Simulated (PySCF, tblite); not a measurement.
# C6H13O2P: geometry, infrared bands and NMR shifts

What infrared bands and NMR shifts should C6H13O2P (`C=CC[P@@](=O)(O)C(C)C`) show?

Computed with tblite 0.8.0 and PySCF 2.14.0, with density-fitted response routines of our own, on a single molecule in the gas phase. Atoms are numbered from 0 throughout.

### Step 1. Starting geometry

22 atoms, charge 0, multiplicity 1; geometry from: force field or distance geometry start.

Bonds of the start (Å): C0–C1 1.35, C1–C2 1.49, C2–P3 1.78, P3–O4 1.50, P3–O5 1.62, P3–C6 1.80, C6–C7 1.52, C6–C8 1.52, C0–H9 1.07, C0–H10 1.09, C1–H11 1.09, C2–H12 1.09, C2–H13 1.09, O5–H14 0.98, C6–H15 1.11, C7–H16 1.10, C7–H17 1.10, C7–H18 1.09, C8–H19 1.10, C8–H20 1.10, C8–H21 1.09.

### Step 2. Relaxing the molecule with GFN2-xTB

Job settings and geometry (Å):

```
{"job": {"kind": "relax", "xc": "GFN2-xTB", "basis": "xTB"}, "charge": 0, "multiplicity": 1}
C      3.419100     0.888200     0.120600
C      2.451000     0.211400    -0.531000
C      0.995000     0.494500    -0.412800
P      0.105500    -0.947000     0.149400
O      0.352000    -2.190800    -0.649000
O      0.634900    -1.164100     1.666400
C     -1.633300    -0.540100     0.362700
C     -2.330500    -0.346100    -0.970400
C     -1.875400     0.660800     1.266400
H      4.453900     0.630600     0.000400
H      3.175500     1.722500     0.776500
H      2.736100    -0.621700    -1.172400
H      0.604700     0.781700    -1.394700
H      0.805900     1.338800     0.256300
H      1.550700    -1.503200     1.700500
H     -2.092100    -1.412800     0.866700
H     -2.204800    -1.232200    -1.602500
H     -3.411400    -0.189700    -0.839000
H     -1.921000     0.507400    -1.510800
H     -1.484200     1.582800     0.820500
H     -2.954100     0.812000     1.451000
H     -1.388000     0.536400     2.234600
```

On the command line:

```console
> OMP_NUM_THREADS=1 python probes_run.py task.json out
```

The driver reads the jobs from task.json and runs them one after another.

**Question.** This job is followed by: GFN2-xTB harmonic vibrations, gas phase; GIAO PBE0/pcSseg-1 NMR shielding, non-relativistic, gas phase. Predict these results of the whole session: strongest single infrared mode (GFN2-xTB); zero-point energy (GFN2-xTB); 13C shifts against TMS (PBE0/pcSseg-1); 1H shifts against TMS (PBE0/pcSseg-1, means over atoms taken as alike); 31P shifts against H3PO4 (PBE0/pcSseg-1); 17O shifts against H2O (PBE0/pcSseg-1); surface potential, 1st and 99th percentile.

The runs gave:

```
                                                              quantity                                                     value
                             strongest single infrared mode (GFN2-xTB)                                     1268 cm⁻¹, 200 km/mol
                                          zero-point energy (GFN2-xTB)                                            113.0 kcal/mol
                                13C shifts against TMS (PBE0/pcSseg-1)                  137.6, 126.6, 37.7, 35.7, 17.6, 16.9 ppm
1H shifts against TMS (PBE0/pcSseg-1, means over atoms taken as alike)  6.42, 5.58, 5.51, 2.55, 2.38, 2.24, 1.82, 1.23, 1.15 ppm
                              31P shifts against H3PO4 (PBE0/pcSseg-1)                                                  44.7 ppm
                                17O shifts against H2O (PBE0/pcSseg-1)                                          140.4, 101.4 ppm
                                 surface potential, 1st and 99th percentile                                        -2.13 V and 1.79 V
```

**Reading.** Over 100 steps the energy fell by 0.249 eV; of the close pairs, C2–P3 changed most, 1.785 to 1.850 Å. All 60 modes are real, so the xTB geometry is a minimum. The strongest single mode, at 1268 cm⁻¹, is carried by O4, P3, H15. Unscaled tight-binding wavenumbers are off by several per cent, some by more. Its intensities can rank the bands wrongly. C1 (alkene CH) lies farthest downfield among carbon, at 137.6 ppm; as expected for a trigonal carbon in a double bond. H11 (hydrogen on an alkene CH) lies farthest downfield among hydrogen, at 6.42 ppm; attached to an sp2 carbon and in the plane of the double bond. At PBE0/pcSseg-1: The largest span, 239 ppm, is at C1, where the paramagnetic term is -207 ppm.
